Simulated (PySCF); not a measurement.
# A gas-phase reaction: BrH4NSi + H2 → H5NSi + BrH

What reaction energy should one expect for `N[SiH2]Br` + `[H][H]` → `N[SiH3]` + `Br`?

Programs: PySCF 2.14.0. All values are calculated, for the isolated system unless a continuum is named. Atoms count from 0, parts from 1.

## (1) Starting point

Each species was relaxed by itself at PBE0-D3(BJ)/def2-SVPD.

## (2) Reaction energy: wB97M-D3(BJ)/def2-TZVPD

The job: settings as JSON, then the geometry in Å.

```
{"job": {"kind": "react", "xc": "wB97M-D3(BJ)", "basis": "def2-TZVPD"}, "charge": 0, "multiplicity": 1}
-1 BrH4NSi charge 0 multiplicity 1
N     -0.987020     0.428550    -0.059960
Si     0.664630    -0.041680    -0.020130
Br     1.022180    -2.197660     0.542510
H     -1.506450     0.563850     0.797720
H     -1.590470     0.122960    -0.812450
H      1.363010     0.761340     1.014500
H      1.238770     0.114890    -1.379720

-1 H2 charge 0 multiplicity 1
H      0.380060     0.010840     0.008040
H     -0.380060    -0.010840    -0.008040

+1 H5NSi charge 0 multiplicity 1
N      1.048250     0.019890    -0.178560
Si    -0.680110    -0.003990     0.004910
H      1.591900    -0.818540    -0.023670
H      1.578300     0.845900     0.064860
H     -1.179940    -0.083310     1.417460
H     -1.218580     1.252530    -0.593140
H     -1.198590    -1.198540    -0.723590

+1 BrH charge 0 multiplicity 1
Br     0.715060     0.007550     0.004140
H     -0.708610    -0.004280    -0.004480
```

With the program's defaults for keys left out, this is: wB97M-D3(BJ)/def2-TZVPD reaction energy of separated species, gas phase.

Run with:

```sh
$ OMP_NUM_THREADS=1 python cluster_run.py task.json out
```

The driver reads the jobs from task.json and runs them one after another.

**Question.** The jobs that follow are: PBE0-D3(BJ)/def2-TZVPD reaction energy of separated species, gas phase; MP2/def2-TZVPD reaction energy of separated species, gas phase. Predict: reaction energy (wB97M-D3(BJ)/def2-TZVPD); ΔH, ΔG at 298 K (xTB thermal terms). Thermal terms come from harmonic xTB runs on each species.

**Answer**, as computed:

```
                                                quantity                    value
               reaction energy (wB97M-D3(BJ)/def2-TZVPD)           20.94 kcal/mol
                     ΔH, ΔG at 298 K (xTB thermal terms)    +21.9, +20.5 kcal/mol
range of the reaction energy over the runs of this table  20.94 to 24.70 kcal/mol
```

What this shows: The reaction is endothermic by 21.9 kcal/mol in the gas phase; dispersion gives +0.68, and xTB itself gave 14.97 for the electronic energy (xTB energies and thermal terms come from the earlier relaxation of each species, not shown). No barrier was sought. The reaction energy runs from 20.94 (wB97M-D3(BJ)/def2-TZVPD) to 24.70 kcal/mol (MP2/def2-TZVPD).
